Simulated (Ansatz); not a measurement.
# C₂H₈BClS: basis-set convergence

Aim: see how fast density functionals converge with the basis set for C₂H₈BClS.

Computed with Ansatz 0.2.0, Gaussian basis. Level: one geometry, several basis sets.

Levels to be run: PBE0-D4/def2-SVP; ωB97M-V/def2-SVP; PBE0-D4/def2-QZVPP; ωB97M-V/def2-QZVPP; the functionals' def2-TZVPP values are taken from earlier runs.

## 1. The relaxed structure

All runs share one geometry, relaxed beforehand with PBE0-D4 in a triple-zeta def2 set.

SMILES `C[B-](C)([SH2+])Cl`, 13 atoms, charge 0, spin multiplicity 1.

Atoms are counted from 1 here; the program's logs count them from 0.

Bond lengths: C1–B2 1.584 Å, C1–H6 1.092 Å, C1–H7 1.096 Å, C1–H8 1.095 Å, B2–C3 1.584 Å, B2–S4 2.198 Å, B2–Cl5 1.847 Å, C3–H9 1.096 Å, C3–H10 1.093 Å, C3–H11 1.095 Å, S4–H12 1.346 Å, S4–H13 1.343 Å. Angles: B2–C1–H6 113.7°, B2–C1–H7 107.9°, B2–C1–H8 112.7°, H6–C1–H7 106.8°, H6–C1–H8 108.6°, H7–C1–H8 106.7°, C1–B2–C3 120.0°, C1–B2–S4 102.3°, C1–B2–Cl5 114.2°, C3–B2–S4 105.2°, C3–B2–Cl5 114.0°, S4–B2–Cl5 97.0°, B2–C3–H9 107.9°, B2–C3–H10 113.9°, B2–C3–H11 112.7°, H9–C3–H10 106.6°, H9–C3–H11 106.7°, H10–C3–H11 108.6° and more.

Coordinates:

```
C    -1.5182    0.0519   -0.5820
B     0.0165    0.3596   -0.3399
C     1.0864   -0.8006   -0.4732
S     0.0485    0.9325    1.7823
Cl    0.5797    1.9816   -1.0202
H    -2.1765    0.8933   -0.3534
H    -1.6533   -0.1757   -1.6454
H    -1.8665   -0.8252   -0.0263
H     1.1448   -1.0845   -1.5304
H     2.0961   -0.5092   -0.1728
H     0.8034   -1.7020    0.0799
H     0.0833   -0.2600    2.4068
H     1.3762    1.1035    1.8892
```

## 2. PBE0-D4 in def2-SVP

in.yaml

```yaml
crystal:
  periodic: [false, false, false]
  atoms:
    - {symbol: C, position_ang: [-1.518213, 0.051908, -0.581974]}
    - {symbol: B, position_ang: [0.016540, 0.359639, -0.339860]}
    - {symbol: C, position_ang: [1.086420, -0.800632, -0.473230]}
    - {symbol: S, position_ang: [0.048530, 0.932484, 1.782338]}
    - {symbol: Cl, position_ang: [0.579708, 1.981620, -1.020197]}
    - {symbol: H, position_ang: [-2.176469, 0.893294, -0.353358]}
    - {symbol: H, position_ang: [-1.653310, -0.175731, -1.645361]}
    - {symbol: H, position_ang: [-1.866513, -0.825193, -0.026292]}
    - {symbol: H, position_ang: [1.144777, -1.084470, -1.530388]}
    - {symbol: H, position_ang: [2.096068, -0.509189, -0.172762]}
    - {symbol: H, position_ang: [0.803383, -1.702045, 0.079900]}
    - {symbol: H, position_ang: [0.083318, -0.259958, 2.406769]}
    - {symbol: H, position_ang: [1.376163, 1.103472, 1.889217]}
basis:
  gaussian: {orbitals: def2-SVP}
hamiltonian: {xc: pbe0, dispersion: d4}
output: {orbitals: {seedname: orbitals}}
```

Command:

```console
$ ansatz run in.yaml --threads 4 --pin off --events-out ev --progress --plain --max-ram 10444MiB
```

After this run come: ωB97M-V in def2-SVP; PBE0-D4 in def2-QZVPP; ωB97M-V in def2-QZVPP.

**Question.** What will the summary of the whole plan be? Wanted: PBE0-D4: double and triple zeta above quadruple; ωB97M-V: double and triple zeta above quadruple.

The runs gave:

```
                                       quantity           value
PBE0-D4: double and triple zeta above quadruple  12.01, 0.87 eV
ωB97M-V: double and triple zeta above quadruple  12.13, 0.83 eV
```

What this shows: PBE0-D4 gains 11.14 eV from double to triple zeta, then 0.87 eV more. These are total energies; as a rule much of such shifts cancels in differences, which this series doesn't test. The LUMO of ωB97M-V is positive and keeps falling with the basis (2.09 to 1.04 eV): an unbound level that the basis holds in place.
